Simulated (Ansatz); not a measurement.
# AlH₃O₂S: how energies converge with the basis set

One table from this session's results is given with a row withheld; the runs are named, their logs left out.

Program: Ansatz 0.2.0, Gaussian basis. Level of theory: one geometry, several basis sets. These are calculated values, not measurements.

The runs, in order: PBE0-D4/def2-SVP; ωB97M-V/def2-SVP; PBE0-D4/def2-QZVPP; ωB97M-V/def2-QZVPP; CCSD(T)/cc-pV(D+d)Z; CCSD(T)/cc-pV(T+d)Z; CCSD(T)/cc-pV(Q+d)Z; the functionals' def2-TZVPP values are taken from earlier runs.

**Structure used throughout**

An earlier PBE0-D4 in a triple-zeta def2 set relaxation fixed the geometry.

SMILES `[OH][Al]([OH])[SH]`, 7 atoms, charge 0, spin multiplicity 1.

Atoms are counted from 1 here; the program's logs count them from 0.

Bond lengths: O1–Al2 1.690 Å, O1–H5 0.955 Å, Al2–O3 1.687 Å, Al2–S4 2.166 Å, O3–H6 0.954 Å, S4–H7 1.345 Å. Angles: Al2–O1–H5 125.7°, O1–Al2–O3 125.9°, O1–Al2–S4 117.5°, O3–Al2–S4 116.5°, Al2–O3–H6 126.3°, Al2–S4–H7 91.4°.

The first run:

Input file in.yaml:

```yaml
crystal:
  periodic: [false, false, false]
  atoms:
    - {symbol: O, position_ang: [-1.120832, 0.953072, -0.090142]}
    - {symbol: Al, position_ang: [0.168015, -0.134983, 0.014328]}
    - {symbol: O, position_ang: [1.450811, -0.047109, 1.106351]}
    - {symbol: S, position_ang: [0.189534, -1.798766, -1.372873]}
    - {symbol: H, position_ang: [-1.246033, 1.723663, 0.459251]}
    - {symbol: H, position_ang: [1.579407, 0.622108, 1.774236]}
    - {symbol: H, position_ang: [-0.959500, -1.385985, -1.936851]}
basis:
  gaussian: {orbitals: def2-SVP}
hamiltonian: {xc: pbe0, dispersion: d4}
output: {orbitals: {seedname: orbitals}}
```

Run with:

```
$ ansatz run in.yaml --threads 2 --pin off --events-out ev --progress --plain --max-ram 32768MiB --backend cpu
```

Among the steps run: PBE0-D4 in def2-SVP; ωB97M-V in def2-SVP; PBE0-D4 in def2-QZVPP; ωB97M-V in def2-QZVPP.

One table of the session follows, with a row left open; its other results are not shown here.

```
functional       basis  HOMO (eV)
   PBE0-D4    def2-SVP      -7.34
   PBE0-D4  def2-TZVPP      -7.58
   PBE0-D4  def2-QZVPP      -7.63
   ωB97M-V    def2-SVP      -9.48
   ωB97M-V  def2-TZVPP          ?
   ωB97M-V  def2-QZVPP      -9.83
```

**Question.** Estimate the row for ωB97M-V, def2-TZVPP.

The run gave: HOMO (eV): -9.77. In the column «HOMO (eV)» it lies between ωB97M-V, def2-QZVPP (-9.83) and ωB97M-V, def2-SVP (-9.48).
